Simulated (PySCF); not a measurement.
# H2LuO (Lu(H2O)3+): the cost of one run

Method: B3LYP, Lu def2-SVP with ECP28, O def2-SVP, H def2-SVP; scalar-relativistic core potentials, no spin–orbit coupling; program: PySCF 2.14.0.

2 further runs of the same task are left out: 2 for a known fault of the program. Runs told in other sessions of the task aren't counted.

## 1. The starting structure

4 atoms, charge 3, spin multiplicity 1.

Bond lengths: Lu1–O2 2.385 Å, O2–H3 0.970 Å, O2–H4 0.970 Å. Angles: Lu1–O2–H3 127.5°, Lu1–O2–H4 127.5°, H3–O2–H4 105.1°.

Coordinates:

```xyz
4
H2LuO
Lu    0.00000    0.00000    0.00000
O     0.00000    0.00000    2.38500
H     0.77000    0.00000    2.97500
H    -0.77000    0.00000    2.97500
```

Formal oxidation states: Lu +3.

## 2. SCF at the start, singlet

File run.py (the lines that set the calculation):

```python
mol = gto.M(atom='''
Lu     0.00000     0.00000     0.00000
O      0.00000     0.00000     2.38500
H      0.77000     0.00000     2.97500
H     -0.77000     0.00000     2.97500''',
    basis={'Lu': 'def2-SVP', 'O': 'def2-SVP', 'H': 'def2-SVP'},
    ecp={'Lu': 'def2-SVP'},
    charge=3, spin=0)
mf = dft.RKS(mol, xc='B3LYP')
mf.grids.atom_grid = (50, 194)  # f atoms: unpruned, at least (60, 302)
mf = mf.density_fit()  # fitting sets: Lu def2-universal-JKFIT, O def2-universal-JKFIT, H def2-universal-JKFIT
mf.conv_tol = 1e-08; mf.max_cycle = 55
mf.kernel(dm0)  # dm0: free metal ions and neutral atoms
```

Run with:

```console
$ OMP_NUM_THREADS=2 python run.py
```

**Question.** How long does this run take on 2 threads of Arm Neoverse V1, shared host, and how much memory does it need?

About 8.1 s, with a peak of 0.44 GiB.
